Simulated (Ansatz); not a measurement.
# HPbNO4 (P1) in Ansatz: settings compared

One crystal, HPbNO4, is run at these levels: LDA, PBE; tasks: relaxation of cell and atoms.

All numbers are computed with Ansatz 0.2.0; they aren't measurements. Logs are shortened: lines on timing, memory, paths and dates and some standing lists are left out, and cuts for length are marked.

## 1. Starting point

The typed cell holds 7 atoms: a = 4.204 Å, b = 4.339 Å, c = 6.729 Å, α = 71.95°, β = 72.29°, γ = 62.23°.

The cell was built by a generator and needn't be a form met in nature.

## 2. Relaxation of cell and atoms, LDA

Contents of input.yaml:

```yaml
crystal:
  lattice:
    - [4.20407, 0.0, 0.0]
    - [2.02172, 3.83952, 0.0]
    - [2.04686, 1.279, 6.28132]
  atoms:
    - { symbol: H, position: [0.89145, 0.68202, 0.62796] }
    - { symbol: Pb, position: [0.14426, 0.92872, 0.88352] }
    - { symbol: "N", position: [0.2567, 0.28861, 0.30171] }
    - { symbol: O, position: [0.83108, 0.65056, 0.78405] }
    - { symbol: O, position: [0.38694, 0.2238, 0.11295] }
    - { symbol: O, position: [0.31104, 0.03576, 0.45856] }
    - { symbol: O, position: [0.07726, 0.60633, 0.32275] }
hamiltonian:
  xc: lda
  pseudopotentials: { kind: paw }
kpoints:
  mp_grid: { grid: [5, 5, 3] }
scf:
  occupations: { method: fermi_dirac, width: 0.05 }
output:
  forces: true
  stress: true
  eigenvalues: true
relax:
  f_tol: 0.01
  max_steps: 40
  cell: { stress_tol: 0.05 }
```

Potentials or basis: Ansatz PAW.

The run is started by

```sh
ansatz run input.yaml --threads 8 --pin off --max-ram 20480MiB --backend cpu --events-out ev --progress --plain --runs-dir out
```

What it wrote:

```text
Warning: RAYON_NUM_THREADS=8 ignored (pool sized by the plan → 8); use --threads N
Engine: ansatz 0.2.0, aarch64-unknown-linux-gnu
Pseudopotentials: kind: paw
Pseudopotential: H, paw, valence charge 1, recommended cutoff 420 eV (normal), H.paw.azcp
Pseudopotential: Pb, paw, valence charge 14, recommended cutoff 420 eV (normal), Pb.paw.azcp
Pseudopotential: N, paw, valence charge 5, recommended cutoff 420 eV (normal), N.paw.azcp
Pseudopotential: O, paw, valence charge 6, recommended cutoff 420 eV (normal), O.paw.azcp
Functional definition: SPW92
  exchange = slater_x
  correlation = pw_c
Crystal: 7 atoms, lattice volume = 101.391 Å³
Basis set: ecut = 420 eV, 1981 PW (Γ)
Bands: 29, of which v1, the nominal top of the filled ones, is band 22 counted from 1 (21 counted from 0)
Symmetry: 1 space group operations
Space group: P1 (ITA 1), of the structure as read, at distance tolerance 4.7e-5 Å
k-points: 38 of 75 (time reversal used)
Non-local potential: H, projectors of the file, l = 0: 2, l = 1: 1
Non-local potential: Pb, projectors of the file, l = 0: 2, l = 1: 2, l = 2: 2, l = 3: 2
Non-local potential: N, projectors of the file, l = 0: 2, l = 1: 2, l = 2: 1
Non-local potential: O, projectors of the file, l = 0: 2, l = 1: 2, l = 2: 1
PAW form: soft (Blöchl's): semilocal exchange-correlation on the pseudo side does not see the compensation charge
PAW frozen core: Pb, regenerated for the run's functional, and the local potential with it (the file was generated under x = pbe(κ = 0.804, μ = 0.2195149727645171), c = pbe(β = 0.06672455060314922))
PAW frozen core: N, regenerated for the run's functional, and the local potential with it (the file was generated under x = pbe(κ = 0.804, μ = 0.2195149727645171), c = pbe(β = 0.06672455060314922))
PAW frozen core: O, regenerated for the run's functional, and the local potential with it (the file was generated under x = pbe(κ = 0.804, μ = 0.2195149727645171), c = pbe(β = 0.06672455060314922))
PAW one-centre angular grid: H, 110 points (default); XC on 64 Gauss nodes
PAW one-centre angular grid: Pb, 590 points (default); XC on 64 Gauss nodes
PAW one-centre angular grid: N, 110 points (default); XC on 64 Gauss nodes
PAW one-centre angular grid: O, 110 points (default); XC on 64 Gauss nodes
Initial density: superposition of atomic densities (neutral atoms: chi_scale 0, normalization atom), corrected by the library's trained network
Initial wavefunctions: pseudopotential atomic-orbital guess
Functional: x = slater, c = lda
SCF iter   1: F=—  HF=-14207.952108 eV  |F-HF|=—  |Δ(HF+E_count)|=         —  Δρ=1.24e-2  dr2=1.71e-1  ethr=1.77e-3  ⟨swp⟩=7.1  Hψ=5571  notcnv=0  defer=4
preconditioner: auto → Resta (q_TF=auto, 2.374 Å⁻¹)  ε∞=3.3  [insulator: Δε(μ)=2.918 eV  Ē_g=16.028 eV  σ=0.050 eV  W_gap=1.00  n_scr=24 (ndim 8)  ℏωp=24.5 eV  f_vac=0.176  D(μ)=0.00/eV (n_scr^D=0)  ε∞_Penn≈3.3]
SCF iter   2: F=—  HF=-14207.906224 eV  |F-HF|=—  |Δ(HF+E_count)|=   4.59e-2  Δρ=4.65e-3  dr2=2.02e-2  ethr=3.88e-4  ⟨swp⟩=2.4  Hψ=2020  notcnv=0  defer=100
SCF iter   3: F=—  HF=-14207.901163 eV  |F-HF|=—  |Δ(HF+E_count)|=   5.06e-3  Δρ=2.30e-3  dr2=6.21e-3  ethr=4.59e-5  ⟨swp⟩=2.0  Hψ=1918  notcnv=0  defer=100
SCF iter   4: F=—  HF=-14207.899443 eV  |F-HF|=—  |Δ(HF+E_count)|=   1.72e-3  Δρ=9.45e-4  dr2=1.02e-3  ethr=1.41e-5  ⟨swp⟩=2.0  Hψ=1591  notcnv=0  defer=100
SCF iter   5: F=—  HF=-14207.899187 eV  |F-HF|=—  |Δ(HF+E_count)|=   2.55e-4  Δρ=5.66e-4  dr2=3.28e-4  ethr=2.32e-6  ⟨swp⟩=2.0  Hψ=1800  notcnv=0  defer=100
SCF iter   6: F=—  HF=-14207.899131 eV  |F-HF|=—  |Δ(HF+E_count)|=   5.67e-5  Δρ=1.85e-4  dr2=3.24e-5  ethr=7.46e-7  ⟨swp⟩=2.0  Hψ=1689  notcnv=0  defer=100
SCF iter   7: F=—  HF=-14207.899135 eV  |F-HF|=—  |Δ(HF+E_count)|=   3.91e-6  Δρ=1.07e-4  dr2=1.03e-5  ethr=7.37e-8  ⟨swp⟩=2.0  Hψ=1735  notcnv=0  defer=100
SCF iter   8: F=—  HF=-14207.899134 eV  |F-HF|=—  |Δ(HF+E_count)|=   7.22e-7  Δρ=2.61e-5  dr2=7.87e-7  ethr=2.35e-8  ⟨swp⟩=2.0  Hψ=1831  notcnv=0  defer=100
SCF iter   9: F=—  HF=-14207.899134 eV  |F-HF|=—  |Δ(HF+E_count)|=   6.42e-7  Δρ=1.35e-5  dr2=1.91e-7  ethr=1.79e-9  ⟨swp⟩=2.0  Hψ=1760  notcnv=0  defer=100
SCF iter  10: F=—  HF=-14207.899135 eV  |F-HF|=—  |Δ(HF+E_count)|=   6.92e-8  Δρ=1.14e-5  dr2=1.18e-7  ethr=2.27e-10  ⟨swp⟩=11.4  Hψ=5263  notcnv=0
SCF iter  11: F=-14207.899135 eV  HF=-14207.899135 eV  |F-HF|=2.08e-9  |Δ(HF+E_count)|=   2.68e-9  Δρ=3.76e-6  dr2=1.37e-8  ethr=2.27e-10  ⟨swp⟩=4.4  Hψ=3538  notcnv=0
SCF 1 converged in 11 iterations: F = -14207.899135 eV  dr2 = 1.37e-8
relax step   1: F+E_penalty+E_count = -14207.89913454 eV  Δ(F+E_penalty+E_count) = +0.000e0 eV  max|allowed force component| = 8.902e-1 eV/Å  Δτ_max = 0.0000 Å  P = -6.171 GPa  Ω = 101.391 Å³  (11 SCF iters, dr2 threshold 1.00e-7 eV, accepted)
Crystal: 7 atoms, lattice volume = 88.037 Å³
Basis set: ecut = 420 eV, 1713 PW (Γ)
Initial density: handed on by an earlier stage of this run
Initial wavefunctions: those handed on with the density
iter 1 solved again at ethr=8.01e-4 eV; its pass at ethr=3.10e-3 eV (dr2=3.52e-1 eV) is discarded
[... 233 lines left out ...]
SCF 20 converged in 6 iterations: F = -14208.122887 eV  dr2 = 2.84e-8
relax step  20: F+E_penalty+E_count = -14208.12288719 eV  Δ(F+E_penalty+E_count) = -7.774e-4 eV  max|allowed force component| = 3.174e-2 eV/Å  Δτ_max = 0.0044 Å  P = +0.007 GPa  Ω = 89.126 Å³  energy of the carried Pulay correction = +7.267e-4 eV  (6 SCF iters, dr2 threshold 2.94e-8 eV, accepted)
Crystal: 7 atoms, lattice volume = 89.137 Å³
iter 1 solved again at ethr=7.24e-9 eV; its pass at ethr=3.10e-3 eV (dr2=3.19e-6 eV) is discarded
SCF iter   1: F=—  HF=-14208.122819 eV  |F-HF|=—  |Δ(HF+E_count)|=         —  Δρ=1.14e-4  dr2=3.13e-6  ethr=7.24e-9  ⟨swp⟩=2.4  Hψ=6718  notcnv=0
preconditioner: auto → Resta (q_TF=auto, 2.425 Å⁻¹)  ε∞=3.4  [insulator: Δε(μ)=2.502 eV  Ē_g=16.677 eV  σ=0.050 eV  W_gap=1.00  n_scr=22 (ndim 8)  ℏωp=26.1 eV  f_vac=0.140  D(μ)=0.00/eV (n_scr^D=0)  ε∞_Penn≈3.4]
SCF iter   2: F=—  HF=-14208.122818 eV  |F-HF|=—  |Δ(HF+E_count)|=   5.02e-7  Δρ=5.84e-5  dr2=8.14e-7  ethr=7.11e-9  ⟨swp⟩=2.6  Hψ=1771  notcnv=0
SCF iter   3: F=—  HF=-14208.122818 eV  |F-HF|=—  |Δ(HF+E_count)|=   6.88e-8  Δρ=2.58e-5  dr2=3.35e-7  ethr=1.85e-9  ⟨swp⟩=2.0  Hψ=1696  notcnv=0
[... 22 lines left out ...]
SCF iter   6: F=—  HF=-14208.122815 eV  |F-HF|=—  |Δ(HF+E_count)|=   1.39e-8  Δρ=4.30e-6  dr2=1.29e-8  ethr=2.59e-10  ⟨swp⟩=2.0  Hψ=1823  notcnv=0
SCF iter   7: F=—  HF=-14208.122815 eV  |F-HF|=—  |Δ(HF+E_count)|=   1.86e-9  Δρ=1.25e-6  dr2=1.42e-9  ethr=2.93e-11  ⟨swp⟩=2.0  Hψ=1682  notcnv=0
SCF iter   8: F=—  HF=-14208.122815 eV  |F-HF|=—  |Δ(HF+E_count)|=  5.48e-10  Δρ=7.95e-7  dr2=4.59e-10  ethr=3.23e-12  ⟨swp⟩=2.0  Hψ=1856  notcnv=0
SCF iter   9: F=-14208.122815 eV  HF=-14208.122815 eV  |F-HF|=2.18e-11  |Δ(HF+E_count)|=  1.82e-11  Δρ=1.95e-7  dr2=3.28e-11  ethr=1.00e-12  ⟨swp⟩=3.5  Hψ=4813  notcnv=0
SCF 23 converged in 9 iterations: F = -14208.122815 eV  dr2 = 3.28e-11
relax step  23: F+E_penalty+E_count = -14208.12281492 eV  Δ(F+E_penalty+E_count) = +3.437e-6 eV  max|allowed force component| = 3.977e-3 eV/Å  Δτ_max = 0.0022 Å  P = -0.009 GPa  Ω = 89.136 Å³  energy of the carried Pulay correction = +6.228e-4 eV  (9 SCF iters, accepted)
iter 1 solved again at ethr=1.20e-7 eV; its pass at ethr=3.10e-3 eV (dr2=5.30e-5 eV) is discarded
SCF iter   1: F=—  HF=-14208.122225 eV  |F-HF|=—  |Δ(HF+E_count)|=         —  Δρ=4.79e-5  dr2=1.19e-7  ethr=1.20e-7  ⟨swp⟩=3.6  Hψ=8505  notcnv=0
preconditioner: auto → Resta (q_TF=auto, 2.425 Å⁻¹)  ε∞=3.4  [insulator: Δε(μ)=2.501 eV  Ē_g=16.677 eV  σ=0.050 eV  W_gap=1.00  n_scr=22 (ndim 8)  ℏωp=26.1 eV  f_vac=0.140  D(μ)=0.00/eV (n_scr^D=0)  ε∞_Penn≈3.4]
SCF iter   2: F=—  HF=-14208.122227 eV  |F-HF|=—  |Δ(HF+E_count)|=   2.11e-6  Δρ=2.42e-5  dr2=3.23e-8  ethr=2.70e-10  ⟨swp⟩=2.4  Hψ=1886  notcnv=0
SCF iter   3: F=—  HF=-14208.122228 eV  |F-HF|=—  |Δ(HF+E_count)|=   5.69e-7  Δρ=5.84e-6  dr2=1.78e-8  ethr=7.35e-11  ⟨swp⟩=2.0  Hψ=1813  notcnv=0
SCF iter   4: F=—  HF=-14208.122228 eV  |F-HF|=—  |Δ(HF+E_count)|=   5.15e-9  Δρ=5.30e-7  dr2=1.10e-10  ethr=4.04e-11  ⟨swp⟩=2.0  Hψ=1802  notcnv=0
SCF iter   5: F=-14208.122228 eV  HF=-14208.122228 eV  |F-HF|=7.28e-12  |Δ(HF+E_count)|=  2.91e-11  Δρ=2.09e-7  dr2=1.81e-11  ethr=1.00e-12  ⟨swp⟩=6.4  Hψ=4437  notcnv=0
SCF 24 converged in 5 iterations: F = -14208.122228 eV  dr2 = 1.81e-11
relax step  24: F+E_penalty+E_count = -14208.12222784 eV  Δ(F+E_penalty+E_count) = +5.871e-4 eV  max|allowed force component| = 3.602e-3 eV/Å  Δτ_max = 0.0000 Å  P = -0.010 GPa  Ω = 89.136 Å³  stress off target by 4.50e-2 GPa  SCF on the basis re-selected at this cell (its energy is not comparable with the rows above)  (5 SCF iters)
basis re-selected at this cell: Δ(F+E_penalty+E_count) = +5.871e-4 eV, ΔP = -0.002 GPa vs the last step (what re-selecting the basis moved, of the pressure what is left beyond the Pulay correction that the steps carried, after the strain that the cell walked since its last selection, with what the two solves' SCF thresholds leave and, on support functions, any second-order correction that the steps lacked; it is no measure of the basis error at this ecutwfc). This SCF's stress stands 4.50e-2 GPa from its target on what of the cell is left free (relax.cell.stress_tol is 5.00e-2 GPa) and its largest allowed force component is 3.60e-3 eV/Å (relax.f_tol is 1.00e-2 eV/Å): within both
SCF converged after 5 iterations
Free energy (F): -14208.122228 eV
Harris-Foulkes:  -14208.122228 eV  (|F-HF|=7.28e-12)
Internal energy: -14208.122228 eV  (E = F + TS)
E sigma→0 (E₀):  -14208.122228 eV
Fermi energy:    5.611004 eV
--- Per-component energies (eV) ---
  E_band       = -253.088361
  E_kinetic    = 1127.583916
  E_local      = -3290.168605  (includes V_loc(G=0)·N_el)
  E_nonlocal   = 604.026112
  E_hartree    = 1195.986499
  E_xc         = -573.053920
  E_vxc        = -588.007869  (∫ρ·V_xc dr)
  E_paw        = -10806.272224  (= ΣΔE_a)
  E_vpaw       = -498.503833  (= ΣTr[D̂ρ^β])
  E_aug_tail   = 0.008946  (compensation charges beyond the density's cutoff)
  E_ewald      = -2466.622969
  E_core_change = 0.390016  (= ΣΔE_core)
  E_smearing   = -0.000000  (= −TS)
  E_closure    = 0.000000  (closes the sum)
  Σ components = -14208.122228   (vs F -14208.122228, Δ=0.00e0)
--- Forces (eV/Å), atoms counted from 1 ---
  atom   1  H     -0.00016150     0.00059325    -0.00053180
  atom   2  Pb     0.00038869     0.00022914    -0.00037663
  atom   3  N      0.00057818    -0.00346156     0.00276899
  atom   4  O     -0.00008362     0.00000049     0.00084929
  atom   5  O     -0.00019833     0.00256631    -0.00249363
  atom   6  O     -0.00013004     0.00360143     0.00142091
  atom   7  O     -0.00039126    -0.00353607    -0.00163172
  max |Σ_I F_I| component: 7.01e-6 eV/Å
--- Stress (GPa, compression-positive) ---
        0.014036       0.012372       0.003435
        0.012372      -0.041990      -0.003647
        0.003435      -0.003647      -0.003539
  P = ⅓ Tr σ = -0.0105 GPa (-0.105 kbar)
--- Band table (eV; the first three rows and the last of 38) ---
  k-point 0: bands = ["-22.1540", "-16.5570", "-16.3232", "-13.4024", "-10.7594", "-10.7533", "-10.7393", "-10.7153", "-10.7032", "-6.1278", "-4.1653", "-4.0562", "-3.5859", "-2.0243", "0.8629", "1.3555", "1.5456", "1.7167", "2.0379", "2.5520", "2.5604", "3.1925", "7.7387", "8.5190", "10.0734", "10.6904", "10.7690", "13.7846", "14.7974"]
  k-point 1: bands = ["-22.1523", "-16.5673", "-16.3303", "-13.3791", "-10.7593", "-10.7554", "-10.7356", "-10.7150", "-10.7032", "-6.1129", "-4.1715", "-4.0614", "-3.6557", "-1.7615", "0.0185", "1.2892", "1.7563", "1.8165", "2.5344", "2.5656", "2.6369", "3.1591", "7.6259", "8.0973", "10.2097", "10.8265", "11.4492", "13.5585", "14.1977"]
  k-point 2: bands = ["-22.1238", "-16.6168", "-16.3468", "-13.3863", "-10.7736", "-10.7435", "-10.7217", "-10.6958", "-10.6421", "-5.9621", "-4.1791", "-4.1178", "-3.6644", "-2.0419", "0.2311", "1.3211", "1.3737", "1.8156", "1.8526", "2.5738", "3.1379", "3.4688", "7.4635", "8.6483", "9.3368", "11.1129", "11.4575", "13.4081", "14.2750"]
  k-point 37: bands = ["-22.0910", "-16.6616", "-16.3542", "-13.3639", "-10.7685", "-10.7423", "-10.7230", "-10.6737", "-10.4524", "-5.7323", "-4.5507", "-4.1136", "-3.5667", "-2.0090", "-0.9897", "0.7787", "1.2662", "1.4981", "2.1524", "2.5139", "3.4540", "4.3330", "7.0348", "9.1669", "10.2364", "10.5565", "12.3896", "13.5579", "14.0086"]
--- Relaxed structure (21 steps of the walk, 18 accepted, 3 SCFs on fresh bases) ---
  F+E_penalty+E_count = -14208.12222784 eV   max|allowed force component| = 3.602e-3 eV/Å   (the final SCF, on the basis selected at the relaxed cell)
  cell:  # Å, volume = 89.1362 Å³
    - [4.078941497512427, 0.029095420370321087, 0.00923234780419967]
    - [1.9881186689972052, 3.585561912341328, -0.03473857879021853]
    - [2.008583721765195, 1.1398133758945057, 6.11104204248656]
  atoms:
    - { symbol: H, position: [0.9033049663163581, 0.6810092261858993, 0.610270274461204] }
    - { symbol: Pb, position: [0.13425236533251655, 0.9481151089447966, 0.8833627441424377] }
    - { symbol: N, position: [0.2553191063183934, 0.2829240736620987, 0.3086306172255675] }
    - { symbol: O, position: [0.8346717356012725, 0.6563607697773313, 0.7727249747425384] }
    - { symbol: O, position: [0.3911852167992581, 0.20314072575173228, 0.11821039008287096] }
    - { symbol: O, position: [0.30758348597939844, 0.02254359310275597, 0.4678291093262408] }
    - { symbol: O, position: [0.0724131236528029, 0.6217065025753861, 0.33047189001914135] }
```

Wall time 46 s (8 threads of Arm Neoverse V2, shared host); peak memory 0.22 GiB.

Results:

```yaml
Free_energy: -14208.1222 eV
Relaxed_volume: 12.73 Å³/atom
Relaxed_cell: a = 4.079 Å, b = 4.100 Å, c = 6.533 Å, α = 72.92°, β = 71.89°, γ = 60.59°
Space_group_after_relaxing_to_0.05_Å: Cm (No. 8)
Energy_gained_by_relaxing: 31.9 meV/atom
Ionic_steps: 21
Pressure_after_relaxing: 0.0 GPa
Largest_force_after_relaxing: 0.004 eV/Å
Band_gap_on_the_k_mesh: 2.50 eV, indirect (least direct gap 2.54 eV)
```

Forces in eV/Å, atoms in the order of the input:
```
H    0.000  0.001 -0.001
Pb   0.000  0.000  0.000
N    0.001 -0.003  0.003
O    0.000  0.000  0.001
O    0.000  0.003 -0.002
O    0.000  0.004  0.001
O    0.000 -0.004 -0.002
```

Step by step:
| step | energy change (eV) | largest force (eV/Å) | volume (Å³) |
| --- | --- | --- | --- |
| 1 | 0.0000 | 0.8985 | 101.39 |
| 2 | -0.2038 | 0.5840 | 88.04 |
| 3 | -0.2382 | 0.2063 | 91.51 |
| 4 | -0.2443 | 0.0932 | 91.13 |
| 5 | -0.2520 | 0.0992 | 90.51 |
| 6 | -0.2544 | 0.0729 | 90.35 |
| 7 | -0.2550 | 0.0388 | 90.33 |
| 8 | -0.2550 | 0.0197 | 90.36 |
| 9 | -0.2557 | 0.0358 | 90.26 |
| 10 | -0.2549 | 0.0238 | 90.39 |
| 11 | -0.2553 | 0.0028 | 90.32 |
| 12 | -0.2201 | 0.0077 | 90.32 |
| 13 | -0.2290 | 0.0429 | 89.08 |
| 14 | -0.2285 | 0.0345 | 89.22 |
| 15 | -0.2283 | 0.0211 | 89.27 |
| 16 | -0.2284 | 0.0075 | 89.26 |
| 17 | -0.2230 | 0.0080 | 89.26 |
| 18 | -0.2238 | 0.0330 | 89.13 |
| 19 | -0.2237 | 0.0326 | 89.14 |
| 20 | -0.2237 | 0.0047 | 89.14 |
| 21 | -0.2231 | 0.0045 | 89.14 |

Final structure:
```
H Pb N O
1.0
     4.07894    0.02910    0.00923
     1.98812    3.58556   -0.03474
     2.00858    1.13981    6.11104
H Pb N O
1 1 1 4
Direct
  0.90330 0.68101 0.61027
  0.13425 0.94812 0.88336
  0.25532 0.28292 0.30863
  0.83467 0.65636 0.77272
  0.39119 0.20314 0.11821
  0.30758 0.02254 0.46783
  0.07241 0.62171 0.33047
```

Caveat: odd divisions of the mesh miss points on the zone boundary, where band edges often lie, so the gap on the mesh can be too wide; the plane-wave basis is chosen anew once the cell has moved, so the energies of steps on either side of that aren't comparable; the pressure holds a Pulay correction of +0.9 GPa for the finite cutoff; spin-orbit coupling is left out, which as a rule narrows the gap of such compounds by several tenths of an eV; the PAW data sets come from PBE, with cores solved anew for the run's functional, which leaves a small shift of forces and pressure. A k mesh can miss the band edges.

[end of part 1 of 2]
